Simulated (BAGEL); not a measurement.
# B4H4S (closo-2-SB4 (no H on S)) at HF/cc-pVDZ (density fitting with qzvpp-jkfit)

What is the energy change on altering one bond length of B4H4S (closo-2-SB4 (no H on S)) at HF/cc-pVDZ (density fitting with qzvpp-jkfit)? 

The results are computed with BAGEL 1.2.2.

### Step 1. The molecule

B4H4S has 9 atoms, charge 0, and is taken as a singlet. The shape is that of a GFN2-xTB optimisation.

Bond lengths: S1–B3 1.874 Å, B2–B3 1.571 Å, S1–B4 1.872 Å, B2–B4 1.753 Å, B3–B5 1.753 Å, B4–B5 1.572 Å, B2–H6 1.163 Å, B3–H7 1.164 Å, B4–H8 1.164 Å, B5–H9 1.163 Å. Some angles: S1–B3–B2 71.5°, S1–B3–B5 68.0°, B2–B3–B5 65.5°, B3–S1–B4 89.0°, B3–B2–B4 104.2°, S1–B4–B2 68.0°, S1–B4–B5 71.6°, B2–B4–B5 65.5°, B3–B5–B4 104.2°, S1–B3–H7 122.8°.

### Step 2. The energy at HF/cc-pVDZ (density fitting with qzvpp-jkfit)

Input file input.json:

```json
{ "bagel" : [

{
  "title" : "molecule",
  "basis" : "cc-pvdz.json",
  "df_basis" : "qzvpp-jkfit",
  "angstrom" : true,
  "geometry" : [
    { "atom" : "S", "xyz" : [       0.170330,       0.890170,       1.087390 ] },
    { "atom" : "B", "xyz" : [       0.705950,      -0.687720,      -0.069610 ] },
    { "atom" : "B", "xyz" : [       0.848420,       0.763630,      -0.654850 ] },
    { "atom" : "B", "xyz" : [      -0.828940,      -0.662070,       0.777800 ] },
    { "atom" : "B", "xyz" : [      -0.801470,       0.182200,      -0.547960 ] },
    { "atom" : "H", "xyz" : [       1.353070,      -1.608690,       0.224670 ] },
    { "atom" : "H", "xyz" : [       1.378160,       1.650680,      -1.190670 ] },
    { "atom" : "H", "xyz" : [      -1.308740,      -1.284880,       1.636060 ] },
    { "atom" : "H", "xyz" : [      -1.516780,       0.756690,      -1.262820 ] }
  ]
},

{ "title" : "hf" },

{ "title" : "print", "file" : "orbitals.molden", "orbitals" : true }

]}
```

The basis set cc-pVDZ is read from a file made from the Basis Set Exchange's data (not shown).

Started as:

```sh
$ BAGEL_NUM_THREADS=1 BAGEL input.json > input.out
```

The program printed:

```text
* using 1 threads per process

  ===============================================================
  ===============================================================

  *** Geometry ***

  { "atom" : "S", "xyz" : [      0.321877,      1.682178,      2.054869 ] },
  { "atom" : "B", "xyz" : [      1.334052,     -1.299602,     -0.131544 ] },
  { "atom" : "B", "xyz" : [      1.603281,      1.443052,     -1.237487 ] },
  { "atom" : "B", "xyz" : [     -1.566470,     -1.251131,      1.469829 ] },
  { "atom" : "B", "xyz" : [     -1.514559,      0.344308,     -1.035494 ] },
  { "atom" : "H", "xyz" : [      2.556932,     -3.039984,      0.424565 ] },
  { "atom" : "H", "xyz" : [      2.604345,      3.119333,     -2.250040 ] },
  { "atom" : "H", "xyz" : [     -2.473160,     -2.428071,      3.091705 ] },
  { "atom" : "H", "xyz" : [     -2.866299,      1.429937,     -2.386384 ] },

  Number of auxiliary basis functions:      500

  Since a DF basis is specified, we compute 2- and 3-index integrals:
    o Being stored without compression. Storage requirement is 0.035 GB

  Number of basis functions:       94
  Number of electrons      :       40

    * METHOD: MOLECULE                             0.28

  *** RHF ***

  === Nuclear Repulsion ===
   164.7381944425

      * DIIS with orbital gradients will be used.

  === RHF iteration (cc-pvdz.json) ===
      0       -498.28351368          0.01981539           0.09
      1       -498.43429525          0.01318090           0.09
      2       -498.51248180          0.00178515           0.10
      3       -498.51523883          0.00050010           0.09
      4       -498.51539932          0.00016615           0.09
      5       -498.51543169          0.00004350           0.09
      6       -498.51543546          0.00001254           0.09
      7       -498.51543575          0.00000318           0.09
      8       -498.51543577          0.00000155           0.09
      9       -498.51543578          0.00000064           0.09
     10       -498.51543578          0.00000026           0.09
     11       -498.51543578          0.00000012           0.09
     12       -498.51543578          0.00000004           0.09
     13       -498.51543578          0.00000001           0.09
     14       -498.51543578          0.00000000           0.09
    * SCF iteration converged.

    * Permanent dipole moment:
           (   -0.021851,    -0.123512,    -0.152381) a.u.

    * METHOD: HF                                   1.55

    * METHOD: PRINT                                0.01

  ===============================================================
```

It took 2 s on 1 thread of Arm Neoverse V2, shared host; peak memory 0.14 GiB.

### Step 3. The distorted shape

Input file calc.json:

```json
{ "bagel" : [

{
  "title" : "molecule",
  "basis" : "cc-pvdz.json",
  "df_basis" : "qzvpp-jkfit",
  "angstrom" : "true",
  "geometry" : [
    { "atom" : "S", "xyz" : [    0.410238,    1.201585,    0.658246 ] },
    { "atom" : "B", "xyz" : [    0.945858,   -0.376305,   -0.498754 ] },
    { "atom" : "B", "xyz" : [    1.088328,    1.075045,   -1.083994 ] },
    { "atom" : "B", "xyz" : [   -0.589032,   -0.350655,    0.348656 ] },
    { "atom" : "B", "xyz" : [   -0.561562,    0.493615,   -0.977104 ] },
    { "atom" : "H", "xyz" : [    1.592978,   -1.297275,   -0.204474 ] },
    { "atom" : "H", "xyz" : [    1.618068,    1.962095,   -1.619814 ] },
    { "atom" : "H", "xyz" : [   -1.308740,   -1.284880,    1.636060 ] },
    { "atom" : "H", "xyz" : [   -1.276872,    1.068105,   -1.691964 ] }
  ]
},
{ "title" : "hf" },
{ "title" : "print", "file" : "orbitals.molden", "orbitals" : "true" }

]}
```

The basis set cc-pVDZ is read from a file made from the Basis Set Exchange's data (not shown).

Started as:

```sh
$ BAGEL_NUM_THREADS=1 BAGEL calc.json > calc.out
```

The program printed:

```text
* using 1 threads per process

  ===============================================================
  ===============================================================

  *** Geometry ***

  { "atom" : "S", "xyz" : [      0.775237,      2.270667,      1.243905 ] },
  { "atom" : "B", "xyz" : [      1.787413,     -0.711113,     -0.942508 ] },
  { "atom" : "B", "xyz" : [      2.056642,      2.031541,     -2.048452 ] },
  { "atom" : "B", "xyz" : [     -1.113109,     -0.662642,      0.658864 ] },
  { "atom" : "B", "xyz" : [     -1.061198,      0.932797,     -1.846459 ] },
  { "atom" : "H", "xyz" : [      3.010292,     -2.451494,     -0.386400 ] },
  { "atom" : "H", "xyz" : [      3.057705,      3.707822,     -3.061005 ] },
  { "atom" : "H", "xyz" : [     -2.473160,     -2.428071,      3.091705 ] },
  { "atom" : "H", "xyz" : [     -2.412938,      2.018426,     -3.197349 ] },

  Number of auxiliary basis functions:      500

  Since a DF basis is specified, we compute 2- and 3-index integrals:
    o Being stored without compression. Storage requirement is 0.035 GB

  Number of basis functions:       94
  Number of electrons      :       40

    * METHOD: MOLECULE                             0.28

  *** RHF ***

  === Nuclear Repulsion ===
   163.0175152066

      * DIIS with orbital gradients will be used.

  === RHF iteration (cc-pvdz.json) ===
      0       -498.19946243          0.01996358           0.09
      1       -498.35210939          0.01371345           0.09
      2       -498.43822743          0.00181044           0.08
      3       -498.44162514          0.00051872           0.08
      4       -498.44182734          0.00020402           0.08
      5       -498.44188099          0.00005634           0.09
      6       -498.44188825          0.00003059           0.09
      7       -498.44188922          0.00001483           0.08
      8       -498.44188966          0.00000627           0.09
      9       -498.44188975          0.00000279           0.09
     10       -498.44188976          0.00000121           0.08
     11       -498.44188976          0.00000056           0.08
     12       -498.44188976          0.00000024           0.09
     13       -498.44188976          0.00000009           0.09
     14       -498.44188976          0.00000005           0.08
     15       -498.44188976          0.00000002           0.09
     16       -498.44188976          0.00000001           0.09
    * SCF iteration converged.

    * Permanent dipole moment:
           (   -0.216501,    -0.349260,     0.074249) a.u.

    * METHOD: HF                                   1.64

    * METHOD: PRINT                                0.01

  ===============================================================
```

Run time: 2.1 s. Hardware: 1 thread of Arm Neoverse V2, shared host; peak memory 0.14 GiB.

### Step 4. Summary of results

At HF/cc-pVDZ (density fitting with qzvpp-jkfit):

```
                                                         quantity          value
                                        first shape: total energy  -498.51544 Eh
                                       first shape: dipole moment         0.50 D
                                         first shape: HOMO energy       -9.32 eV
                                         first shape: LUMO energy        1.28 eV
                                       first shape: HOMO–LUMO gap       10.60 eV
                                    distorted shape: total energy  -498.44189 Eh
                                   distorted shape: dipole moment         1.06 D
                                     distorted shape: HOMO energy       -9.57 eV
                                     distorted shape: LUMO energy        1.07 eV
                                   distorted shape: HOMO–LUMO gap       10.64 eV
energy change with the B4–H8 bond stretched from 1.164 to 1.746 Å       2.001 eV
```

In words: With the B4–H8 bond stretched from 1.164 to 1.746 Å the energy rises by 2.00 eV (46 kcal/mol). The first shape isn't relaxed at this level, so the change isn't measured from a minimum.
